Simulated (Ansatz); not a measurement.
**BGaH2O: a ladder of functionals and wavefunction methods**

Aim: compute BGaH2O with functionals from several rungs and with coupled cluster, and see how far each lands from CCSD(T) at the basis-set limit for the atomisation energy.

Method: functionals in def2-TZVPP, the program's frozen cores in correlated methods; program: Ansatz 0.2.0, Gaussian basis.

Levels to be run: LDA (SPW92), PBE-D4, revPBE-D4, BLYP-D4, r2SCAN-D4, B97M-V, PBE0-D4, B3LYP-D4, r2SCANh-D4, r2SCAN0-D4, HSE06-D4, BHLYP-D4, CAM-B3LYP-D4, LC-ωPBE, ωB97X-V, ωB97M-V, B2PLYP, PBE-QIDH; CCSD(T)/def2-SVP; CCSD(T)/def2-TZVPP; MP2/def2-QZVPP; extrapolation to the limit; RPA on PBE.

## (1) Structure used throughout

The geometry comes from an earlier relaxation with PBE0-D4 in a triple-zeta def2 set; it is a stationary point.

5 atoms, charge 0, spin multiplicity 1.

Atoms are counted from 1 here; the program's logs count them from 0.

Bond lengths: B1–O2 1.334 Å, B1–H4 1.208 Å, B1–H5 1.208 Å, O2–Ga3 1.819 Å. Angles: O2–B1–H4 119.9°, O2–B1–H5 120.0°, H4–B1–H5 120.1°, B1–O2–Ga3 176.7°.

Geometry (Å):

```mol
BGaH2O
  3D, bonds by distance, orders not assigned

  5  4  0  0  0  0  0  0  0  0999 V2000
   -0.5529    0.2639   -0.1969 B   0  0
    0.5697   -0.3314    0.2093 O   0  0
    2.1550   -1.0715    0.7068 Ga  0  0
   -1.6213   -0.1227    0.2125 H   0  0
   -0.5005    1.1879   -0.9731 H   0  0
  1  2  8  0
  1  4  8  0
  1  5  8  0
  2  3  8  0
M  END
```

## (2) LDA

This LDA is Slater exchange with PW92 correlation.

The input, in.yaml:

```yaml
crystal:
  periodic: [false, false, false]
  atoms:
    - {symbol: B, position_ang: [-0.552949, 0.263921, -0.196861]}
    - {symbol: O, position_ang: [0.569654, -0.331369, 0.209270]}
    - {symbol: Ga, position_ang: [2.155004, -1.071459, 0.706800]}
    - {symbol: H, position_ang: [-1.621346, -0.122726, 0.212537]}
    - {symbol: H, position_ang: [-0.500464, 1.187934, -0.973145]}
basis:
  gaussian: {orbitals: def2-TZVPP}
hamiltonian: {xc: lda}
output: {orbitals: {seedname: orbitals}}
```

On the command line:

```bash
$ ansatz run in.yaml --threads 2 --pin off --events-out ev --progress --plain --max-ram 4352MiB
```

Output:

```text
Functional definition: SPW92
  name "SPW92"
  cite "Dirac, Proc. Camb. Phil. Soc. 26, 376 (1930) doi:10.1017/S0305004100016108"
  cite "Slater, Phys. Rev. 81, 385 (1951) doi:10.1103/PhysRev.81.385"
  cite "Perdew & Wang, Phys. Rev. B 45, 13244 (1992) doi:10.1103/PhysRevB.45.13244"
  exchange = slater_x
  correlation = pw_c
806 factors; their error is unknown
mean field evaluation 1: about -55022.8169 eV, gradient 7.2e1 eV
mean field evaluation 2: about -54881.2190 eV, gradient 2.1e2 eV
mean field evaluation 4: about -55030.6712 eV, gradient 2.6e1 eV
mean field evaluation 8: about -55031.5739 eV, gradient 1.8e-1 eV
mean field evaluation 16: about -55031.5574 eV, gradient 2.9e-4 eV
mean field -55031.55737399 eV, -2022.3724317647 hartree, gradient 4.9e-5 eV, S^2 0.000000; 0 other end points of the search recorded, 0 dependent functions left out
reference -55031.55740896 eV, -2022.3724330501 hartree; 23, 23 occupied and 115, 115 virtual orbitals, 806 factors
Total energy: -55031.55740896 eV, -2022.3724330501 hartree
```

Wall time 0.75 s (2 threads of Intel Xeon Platinum 8488C, shared host).

With the free atoms at this level, -55010.579 eV in sum, the atomisation energy is 2024.1 kJ/mol. HOMO -6.18 eV, LUMO -2.55 eV.

## (3) PBE-D4 (GGA)

Changes to in.yaml since step 2:

```diff
@@ -10,3 +10,3 @@
   gaussian: {orbitals: def2-TZVPP}
-hamiltonian: {xc: lda}
-output: {orbitals: {seedname: orbitals}}
+hamiltonian: {xc: pbe, dispersion: d4}
+output: {forces: true, orbitals: {seedname: orbitals}}
```

Launched as before.

Output, cut to the lines that bear on the results:

```text
Functional definition: PBE
  name "PBE"
  cite "Perdew, Burke & Ernzerhof, Phys. Rev. Lett. 77, 3865 (1996) doi:10.1103/PhysRevLett.77.3865"
  parent pbe
[...]
806 factors; their error is unknown
[...]
mean field -55125.34786348 eV, -2025.8191686801 hartree, gradient 1.4e-5 eV, S^2 0.000000; 0 other end points of the search recorded, 0 dependent functions left out
[...]
reference -55125.34790037 eV, -2025.8191700357 hartree; 23, 23 occupied and 115, 115 virtual orbitals, 806 factors
Total energy: -55125.42917604 eV, -2025.8221568617 hartree
Atom 0 at    -0.552949     0.263921    -0.196861 Å, force    -0.313639     0.163429    -0.113207 eV/Å
Atom 1 at     0.569654    -0.331369     0.209270 Å, force    -0.010029    -0.014489     0.012429 eV/Å
Atom 2 at     2.155004    -1.071459     0.706800 Å, force     0.409871    -0.194096     0.130470 eV/Å
Atom 3 at    -1.621346    -0.122726     0.212537 Å, force    -0.102915    -0.047612     0.048620 eV/Å
Atom 4 at    -0.500464     1.187934    -0.973145 Å, force     0.016712     0.092768    -0.078313 eV/Å
Dipole moment:     0.373365    -0.173977     0.116644 e Å
```

Wall time 1.4 s (2 threads of Intel Xeon Platinum 8488C, shared host).

Atomisation energy: 1806.4 kJ/mol (free atoms -55106.707 eV, run apart). HOMO -6.09 eV, LUMO -2.32 eV.

## (4) revPBE-D4 (GGA)

Changes to in.yaml since step 3:

```diff
@@ -10,3 +10,3 @@
   gaussian: {orbitals: def2-TZVPP}
-hamiltonian: {xc: pbe, dispersion: d4}
-output: {forces: true, orbitals: {seedname: orbitals}}
+hamiltonian: {xc: {name: revPBE}, dispersion: d4}
+output: {orbitals: {seedname: orbitals}}
```

Launched as before.

Output:

```text
Functional definition: revPBE
  name "revPBE"
  cite "Zhang & Yang, Phys. Rev. Lett. 80, 890 (1998) doi:10.1103/PhysRevLett.80.890"
  cite "Perdew, Burke & Ernzerhof, Phys. Rev. Lett. 77, 3865 (1996) doi:10.1103/PhysRevLett.77.3865"
  parameter kappa = 1.245
  parameter beta = 0.06672455060314922
  exchange = pbe_x(kappa = kappa, mu = beta*pi^2/3)
  correlation = pbe_c(beta = beta)
806 factors; their error is unknown
mean field evaluation 1: about -55123.6841 eV, gradient 6.9e1 eV
mean field evaluation 2: about -54983.9398 eV, gradient 2.1e2 eV
mean field evaluation 4: about -55131.4456 eV, gradient 2.1e1 eV
mean field evaluation 8: about -55132.0004 eV, gradient 1.5e-1 eV
mean field evaluation 16: about -55131.9837 eV, gradient 3.8e-4 eV
mean field -55131.98366659 eV, -2026.0630299465 hartree, gradient 3.8e-5 eV, S^2 0.000000; 0 other end points of the search recorded, 0 dependent functions left out
reference -55131.98371246 eV, -2026.0630316321 hartree; 23, 23 occupied and 115, 115 virtual orbitals, 806 factors
Total energy: -55132.22034618 eV, -2026.0717277610 hartree
```

It took 1.5 s on 2 threads of Intel Xeon Platinum 8488C, shared host.

With the free atoms at this level, -55114.020 eV in sum, the atomisation energy is 1756.1 kJ/mol. HOMO -6.05 eV, LUMO -2.23 eV.

## (5) BLYP-D4 (GGA)

Changes to in.yaml since step 4:

```diff
@@ -10,3 +10,3 @@
   gaussian: {orbitals: def2-TZVPP}
-hamiltonian: {xc: {name: revPBE}, dispersion: d4}
+hamiltonian: {xc: {name: BLYP}, dispersion: d4}
 output: {orbitals: {seedname: orbitals}}
```

Launched as before.

Output:

```text
Functional definition: BLYP
  name "BLYP"
  cite "Becke, Phys. Rev. A 38, 3098 (1988) doi:10.1103/PhysRevA.38.3098"
  cite "Lee, Yang & Parr, Phys. Rev. B 37, 785 (1988) doi:10.1103/PhysRevB.37.785"
  parameter beta = 0.0042
  parameter a = 0.04918
  parameter b = 0.132
  parameter c = 0.2533
  parameter d = 0.349
  exchange = b88_x(beta = beta)
  correlation = lyp_c(a = a, b = b, c = c, d = d)
806 factors; their error is unknown
mean field evaluation 1: about -55128.8876 eV, gradient 7.5e1 eV
mean field evaluation 2: about -54978.3435 eV, gradient 2.1e2 eV
mean field evaluation 4: about -55137.5082 eV, gradient 2.4e1 eV
mean field evaluation 8: about -55138.2966 eV, gradient 2.0e-1 eV
mean field evaluation 16: about -55138.2787 eV, gradient 3.5e-4 eV
mean field -55138.27874181 eV, -2026.2943696940 hartree, gradient 3.1e-5 eV, S^2 0.000000; 0 other end points of the search recorded, 0 dependent functions left out
reference -55138.27903937 eV, -2026.2943806289 hartree; 23, 23 occupied and 115, 115 virtual orbitals, 806 factors
Total energy: -55138.45859562 eV, -2026.3009791996 hartree
```

Run time: 1.5 s. Hardware: 2 threads of Intel Xeon Platinum 8488C, shared host.

With the free atoms at this level, -55119.895 eV in sum, the atomisation energy is 1791.1 kJ/mol. HOMO -6.01 eV, LUMO -2.25 eV.

## (6) r2SCAN-D4 (meta-GGA)

Changes to in.yaml since step 5:

```diff
@@ -10,3 +10,3 @@
   gaussian: {orbitals: def2-TZVPP}
-hamiltonian: {xc: {name: BLYP}, dispersion: d4}
-output: {orbitals: {seedname: orbitals}}
+hamiltonian: {xc: r2scan, dispersion: d4}
+output: {forces: true, orbitals: {seedname: orbitals}}
```

Same command.

Output, cut to the lines that bear on the results:

```text
Functional definition: r2SCAN
  name "r2SCAN"
  cite "Furness, Kaplan, Ning, Perdew & Sun, J. Phys. Chem. Lett. 11, 8208 (2020) doi:10.1021/acs.jpclett.0c02405"
  cite "Furness, Kaplan, Ning, Perdew & Sun, J. Phys. Chem. Lett. 11, 9248 (2020) doi:10.1021/acs.jpclett.0c03077"
  parent r2scan
[...]
806 factors; their error is unknown
[...]
mean field -55134.76510026 eV, -2026.1652457487 hartree, gradient 8.9e-5 eV, S^2 0.000000; 0 other end points of the search recorded, 0 dependent functions left out
[...]
reference -55134.76511181 eV, -2026.1652461730 hartree; 23, 23 occupied and 115, 115 virtual orbitals, 806 factors
Total energy: -55134.78297515 eV, -2026.1659026385 hartree
Atom 0 at    -0.552949     0.263921    -0.196861 Å, force    -0.179819     0.091550    -0.064114 eV/Å
Atom 1 at     0.569654    -0.331369     0.209270 Å, force     0.198106    -0.095870     0.065856 eV/Å
Atom 2 at     2.155004    -1.071459     0.706800 Å, force    -0.064925     0.028264    -0.019096 eV/Å
Atom 3 at    -1.621346    -0.122726     0.212537 Å, force     0.038019     0.005020    -0.006723 eV/Å
Atom 4 at    -0.500464     1.187934    -0.973145 Å, force     0.008618    -0.028965     0.024078 eV/Å
Dipole moment:     0.352094    -0.163635     0.109683 e Å
```

It took 3.1 s on 2 threads of Intel Xeon Platinum 8488C, shared host.

With the free atoms at this level, -55116.251 eV in sum, the atomisation energy is 1788.1 kJ/mol. HOMO -6.38 eV, LUMO -2.12 eV.

## (7) B97M-V (meta-GGA)

Changes to in.yaml since step 6:

```diff
@@ -10,3 +10,3 @@
   gaussian: {orbitals: def2-TZVPP}
-hamiltonian: {xc: r2scan, dispersion: d4}
-output: {forces: true, orbitals: {seedname: orbitals}}
+hamiltonian: {xc: {name: B97M-V}}
+output: {orbitals: {seedname: orbitals}}
```

The command is unchanged.

Output, cut to the lines that bear on the results:

```text
Functional definition: B97M-V
  name "B97M-V"
  cite "Mardirossian & Head-Gordon, J. Chem. Phys. 142, 074111 (2015) doi:10.1063/1.4907719"
  cite "Becke, J. Chem. Phys. 107, 8554 (1997) doi:10.1063/1.475007"
  cite "Vydrov & Van Voorhis, J. Chem. Phys. 133, 244103 (2010) doi:10.1063/1.3521275"
  # Of w^i u^j: cxij and so on, Table III.
[...]
  gx(w, u) = cx00 + cx01*u + cx02*u^2 + (cx10 + cx11*u)*w
  gss(w, u) = css00 + css02*u^2 + css10*w + (css32*w^3 + css42*w^4)*u^2
  gos(w, u) = cos00 + cos01*u + cos03*u^3 + cos10*w + cos32*w^3*u^2
[...]
      + integral(e_c_pw_mod_opposite_spin*gos(b97_w_opposite, b97_u_opposite)) + vv10(b, c)
806 factors; their error is unknown
[...]
mean field -55126.22392340 eV, -2025.8513632885 hartree, gradient 4.6e-5 eV, S^2 0.000000; 0 other end points of the search recorded, 0 dependent functions left out
reference -55126.22397909 eV, -2025.8513653348 hartree; 23, 23 occupied and 115, 115 virtual orbitals, 806 factors
Total energy: -55126.22397909 eV, -2025.8513653348 hartree
```

It took 4.2 s on 2 threads of Intel Xeon Platinum 8488C, shared host.

Atomisation energy: 1784.0 kJ/mol (free atoms -55107.734 eV, run apart). HOMO -6.41 eV, LUMO -2.20 eV.

## (8) PBE0-D4 (hybrid)

Changes to in.yaml since step 7:

```diff
@@ -10,3 +10,3 @@
   gaussian: {orbitals: def2-TZVPP}
-hamiltonian: {xc: {name: B97M-V}}
+hamiltonian: {xc: pbe0, dispersion: d4}
 output: {orbitals: {seedname: orbitals}}
```

Launched as before.

Output:

```text
Functional definition: PBE0
  name "PBE0"
  cite "Adamo & Barone, J. Chem. Phys. 110, 6158 (1999) doi:10.1063/1.478522"
  cite "Perdew, Burke & Ernzerhof, Phys. Rev. Lett. 77, 3865 (1996) doi:10.1103/PhysRevLett.77.3865"
  parent pbe
  parameter a = 0.25
  parameter kappa = 0.804
  parameter beta = 0.06672455060314922
  exchange = (1 - a)*pbe_x(kappa = kappa, mu = beta*pi^2/3) + a*exact_x
  correlation = pbe_c(beta = beta)
851 factors; their error is unknown
mean field evaluation 1: about -55120.1343 eV, gradient 5.9e1 eV
mean field evaluation 2: about -55064.8699 eV, gradient 1.6e2 eV
mean field evaluation 4: about -55126.2406 eV, gradient 6.2e0 eV
mean field evaluation 8: about -55126.2789 eV, gradient 1.9e-1 eV
mean field evaluation 16: about -55126.4708 eV, gradient 7.1e-5 eV
mean field -55126.47084752 eV, -2025.8604375822 hartree, gradient 7.1e-5 eV, S^2 0.000000; 0 other end points of the search recorded, 0 dependent functions left out
reference -55126.47087511 eV, -2025.8604385963 hartree; 23, 23 occupied and 115, 115 virtual orbitals, 851 factors
Total energy: -55126.53940315 eV, -2025.8629569553 hartree
```

Wall time 1.7 s (2 threads of Intel Xeon Platinum 8488C, shared host).

With the free atoms at this level, -55108.256 eV in sum, the atomisation energy is 1764.0 kJ/mol. HOMO -7.43 eV, LUMO -1.53 eV.

## (9) B3LYP-D4 (hybrid)

B3LYP here takes the VWN-RPA correlation.

Changes to in.yaml since step 8:

```diff
@@ -10,3 +10,3 @@
   gaussian: {orbitals: def2-TZVPP}
-hamiltonian: {xc: pbe0, dispersion: d4}
-output: {orbitals: {seedname: orbitals}}
+hamiltonian: {xc: {name: B3LYP}, dispersion: d4}
+output: {forces: true, orbitals: {seedname: orbitals}}
```

The command is unchanged.

Output, cut to the lines that bear on the results:

```text
Functional definition: B3LYP
  name "B3LYP"
  cite "Stephens, Devlin, Chabalowski & Frisch, J. Phys. Chem. 98, 11623 (1994) doi:10.1021/j100096a001"
  cite "Becke, Phys. Rev. A 38, 3098 (1988) doi:10.1103/PhysRevA.38.3098"
  cite "Lee, Yang & Parr, Phys. Rev. B 37, 785 (1988) doi:10.1103/PhysRevB.37.785"
  cite "Vosko, Wilk & Nusair, Can. J. Phys. 58, 1200 (1980) doi:10.1139/p80-159"
[...]
841 factors; their error is unknown
[...]
mean field -55138.43265930 eV, -2026.3000260572 hartree, gradient 1.8e-5 eV, S^2 0.000000; 0 other end points of the search recorded, 0 dependent functions left out
[...]
reference -55138.43288116 eV, -2026.3000342104 hartree; 23, 23 occupied and 115, 115 virtual orbitals, 841 factors
Total energy: -55138.56674806 eV, -2026.3049537282 hartree
Atom 0 at    -0.552949     0.263921    -0.196861 Å, force    -0.182974     0.092404    -0.064879 eV/Å
Atom 1 at     0.569654    -0.331369     0.209270 Å, force    -0.134429     0.061653    -0.039893 eV/Å
Atom 2 at     2.155004    -1.071459     0.706800 Å, force     0.231290    -0.109814     0.073566 eV/Å
Atom 3 at    -1.621346    -0.122726     0.212537 Å, force     0.101080     0.045741    -0.045810 eV/Å
Atom 4 at    -0.500464     1.187934    -0.973145 Å, force    -0.014969    -0.089985     0.077015 eV/Å
Dipole moment:     0.388628    -0.180673     0.121157 e Å
```

Wall time 2.4 s (2 threads of Intel Xeon Platinum 8488C, shared host).

Atomisation energy: 1783.6 kJ/mol (free atoms -55120.081 eV, run apart). HOMO -7.24 eV, LUMO -1.77 eV.

## (10) r2SCANh-D4 (hybrid)

Changes to in.yaml since step 9:

```diff
@@ -10,3 +10,3 @@
   gaussian: {orbitals: def2-TZVPP}
-hamiltonian: {xc: {name: B3LYP}, dispersion: d4}
-output: {forces: true, orbitals: {seedname: orbitals}}
+hamiltonian: {xc: {name: r2SCANh}, dispersion: d4}
+output: {orbitals: {seedname: orbitals}}
```

Launched as before.

Output, cut to the lines that bear on the results:

```text
Functional definition: r2SCANh
  name "r2SCANh"
  cite "Bursch, Neugebauer, Ehlert & Grimme, J. Chem. Phys. 156, 134105 (2022) doi:10.1063/5.0086040"
  cite "Furness, Kaplan, Ning, Perdew & Sun, J. Phys. Chem. Lett. 11, 8208 (2020) doi:10.1021/acs.jpclett.0c02405"
  cite "Furness, Kaplan, Ning, Perdew & Sun, J. Phys. Chem. Lett. 11, 9248 (2020) doi:10.1021/acs.jpclett.0c03077"
  parent r2scan
[...]
829 factors; their error is unknown
[...]
mean field -55134.31575622 eV, -2026.1487326596 hartree, gradient 1.4e-5 eV, S^2 0.000000; 0 other end points of the search recorded, 0 dependent functions left out
reference -55134.31576679 eV, -2026.1487330482 hartree; 23, 23 occupied and 115, 115 virtual orbitals, 829 factors
Total energy: -55134.33525893 eV, -2026.1494493712 hartree
```

Run time: 3.2 s. Hardware: 2 threads of Intel Xeon Platinum 8488C, shared host; peak memory 0.25 GiB.

Atomisation energy: 1771.8 kJ/mol (free atoms -55115.972 eV, run apart). HOMO -6.88 eV, LUMO -1.83 eV.

## (11) r2SCAN0-D4 (hybrid)

Changes to in.yaml since step 10:

```diff
@@ -10,3 +10,3 @@
   gaussian: {orbitals: def2-TZVPP}
-hamiltonian: {xc: {name: r2SCANh}, dispersion: d4}
+hamiltonian: {xc: {name: r2SCAN0}, dispersion: d4}
 output: {orbitals: {seedname: orbitals}}
```

The command is unchanged.

Output, cut to the lines that bear on the results:

```text
Functional definition: r2SCAN0
  name "r2SCAN0"
  cite "Bursch, Neugebauer, Ehlert & Grimme, J. Chem. Phys. 156, 134105 (2022) doi:10.1063/5.0086040"
  cite "Furness, Kaplan, Ning, Perdew & Sun, J. Phys. Chem. Lett. 11, 8208 (2020) doi:10.1021/acs.jpclett.0c02405"
  cite "Furness, Kaplan, Ning, Perdew & Sun, J. Phys. Chem. Lett. 11, 9248 (2020) doi:10.1021/acs.jpclett.0c03077"
  parent r2scan
[...]
851 factors; their error is unknown
[...]
mean field -55133.67545097 eV, -2026.1252018758 hartree, gradient 2.9e-5 eV, S^2 0.000000; 0 other end points of the search recorded, 0 dependent functions left out
reference -55133.67546010 eV, -2026.1252022113 hartree; 23, 23 occupied and 115, 115 virtual orbitals, 851 factors
Total energy: -55133.69731117 eV, -2026.1260052234 hartree
```

Wall time 2.9 s (2 threads of Intel Xeon Platinum 8488C, shared host); peak memory 0.26 GiB.

Atomisation energy: 1748.6 kJ/mol (free atoms -55115.575 eV, run apart). HOMO -7.64 eV, LUMO -1.42 eV.

## (12) HSE06-D4 (hybrid)

HSE06 is the plane-wave form, built on full-range PBE exchange.

Changes to in.yaml since step 11:

```diff
@@ -10,3 +10,3 @@
   gaussian: {orbitals: def2-TZVPP}
-hamiltonian: {xc: {name: r2SCAN0}, dispersion: d4}
+hamiltonian: {xc: hse06, dispersion: d4}
 output: {orbitals: {seedname: orbitals}}
```

The command is unchanged.

Output, cut to the lines that bear on the results:

```text
Functional definition: HSE06
  name "HSE06"
  cite "Heyd, Scuseria & Ernzerhof, J. Chem. Phys. 118, 8207 (2003) doi:10.1063/1.1564060"
  cite "Krukau, Vydrov, Izmaylov & Scuseria, J. Chem. Phys. 125, 224106 (2006) doi:10.1063/1.2404663"
  cite "Heyd & Scuseria, J. Chem. Phys. 120, 7274 (2004) doi:10.1063/1.1668634"
  cite "Ernzerhof & Perdew, J. Chem. Phys. 109, 3313 (1998) doi:10.1063/1.476928"
  cite "Perdew, Burke & Ernzerhof, Phys. Rev. Lett. 77, 3865 (1996) doi:10.1103/PhysRevLett.77.3865"
  parent pbe
[...]
  # The whole range is PBE's own exchange, as in plane waves. The composition of these papers is wPBEh.
[...]
851 factors; their error is unknown
67 factors; integrals over basis functions are off by at most 1.9e-6 eV
[...]
mean field -55126.31383450 eV, -2025.8546674603 hartree, gradient 1.2e-5 eV, S^2 0.000000; 0 other end points of the search recorded, 0 dependent functions left out
reference -55126.31387124 eV, -2025.8546688103 hartree; 23, 23 occupied and 115, 115 virtual orbitals, 851 factors
Total energy: -55126.37834327 eV, -2025.8570381141 hartree
```

Run time: 2.1 s. Hardware: 2 threads of Intel Xeon Platinum 8488C, shared host; peak memory 0.26 GiB.

With the free atoms at this level, -55108.084 eV in sum, the atomisation energy is 1765.1 kJ/mol. HOMO -7.03 eV, LUMO -1.90 eV.

## (13) BHLYP-D4 (hybrid)

Changes to in.yaml since step 12:

```diff
@@ -10,3 +10,3 @@
   gaussian: {orbitals: def2-TZVPP}
-hamiltonian: {xc: hse06, dispersion: d4}
+hamiltonian: {xc: {name: BHLYP}, dispersion: d4}
 output: {orbitals: {seedname: orbitals}}
```

Same command.

Output:

```text
Functional definition: BHLYP
  name "BHLYP"
  cite "Becke, J. Chem. Phys. 98, 1372 (1993) doi:10.1063/1.464304"
  cite "Becke, Phys. Rev. A 38, 3098 (1988) doi:10.1103/PhysRevA.38.3098"
  cite "Lee, Yang & Parr, Phys. Rev. B 37, 785 (1988) doi:10.1103/PhysRevB.37.785"
  parameter a = 0.5
  exchange = (1 - a)*b88_x + a*exact_x
  correlation = lyp_c
957 factors; their error is unknown
mean field evaluation 1: about -55129.3260 eV, gradient 5.3e1 eV
mean field evaluation 2: about -55116.5676 eV, gradient 9.6e1 eV
mean field evaluation 4: about -55134.4291 eV, gradient 1.6e0 eV
mean field evaluation 8: about -55134.4325 eV, gradient 3.7e-2 eV
mean field evaluation 16: about -55134.8346 eV, gradient 1.8e-5 eV
mean field -55134.83457214 eV, -2026.1677987930 hartree, gradient 1.8e-5 eV, S^2 0.000000; 0 other end points of the search recorded, 0 dependent functions left out
reference -55134.83472233 eV, -2026.1678043122 hartree; 23, 23 occupied and 115, 115 virtual orbitals, 957 factors
Total energy: -55134.94685650 eV, -2026.1719251673 hartree
```

It took 1.8 s on 2 threads of Intel Xeon Platinum 8488C, shared host; peak memory 0.28 GiB.

Atomisation energy: 1727.4 kJ/mol (free atoms -55117.044 eV, run apart). HOMO -8.68 eV, LUMO -0.75 eV.

## (14) CAM-B3LYP-D4 (range-separated)

Changes to in.yaml since step 13:

```diff
@@ -10,3 +10,3 @@
   gaussian: {orbitals: def2-TZVPP}
-hamiltonian: {xc: {name: BHLYP}, dispersion: d4}
+hamiltonian: {xc: {name: CAM-B3LYP}, dispersion: d4}
 output: {orbitals: {seedname: orbitals}}
```

The command is unchanged.

Output, cut to the lines that bear on the results:

```text
Functional definition: CAM-B3LYP
  name "CAM-B3LYP"
  cite "Yanai, Tew & Handy, Chem. Phys. Lett. 393, 51 (2004) doi:10.1016/j.cplett.2004.06.011"
  cite "Iikura, Tsuneda, Yanai & Hirao, J. Chem. Phys. 115, 3540 (2001) doi:10.1063/1.1383587"
  cite "Becke, Phys. Rev. A 38, 3098 (1988) doi:10.1103/PhysRevA.38.3098"
  cite "Lee, Yang & Parr, Phys. Rev. B 37, 785 (1988) doi:10.1103/PhysRevB.37.785"
  cite "Vosko, Wilk & Nusair, Can. J. Phys. 58, 1200 (1980) doi:10.1139/p80-159"
[...]
  # Exact exchange under (alpha + beta erf(omega r))/r, Becke's under what is left of 1/r.
[...]
841 factors; their error is unknown
207 factors; integrals over basis functions are off by at most 2.8e-5 eV
[...]
mean field -55138.91925313 eV, -2026.3179080508 hartree, gradient 2.5e-5 eV, S^2 0.000000; 0 other end points of the search recorded, 0 dependent functions left out
reference -55138.91936126 eV, -2026.3179120244 hartree; 23, 23 occupied and 115, 115 virtual orbitals, 841 factors
Total energy: -55138.98993570 eV, -2026.3205055872 hartree
```

Wall time 2 s (2 threads of Intel Xeon Platinum 8488C, shared host); peak memory 0.28 GiB.

Atomisation energy: 1795.2 kJ/mol (free atoms -55120.384 eV, run apart). HOMO -8.86 eV, LUMO -0.61 eV.

[end of part 1 of 2]
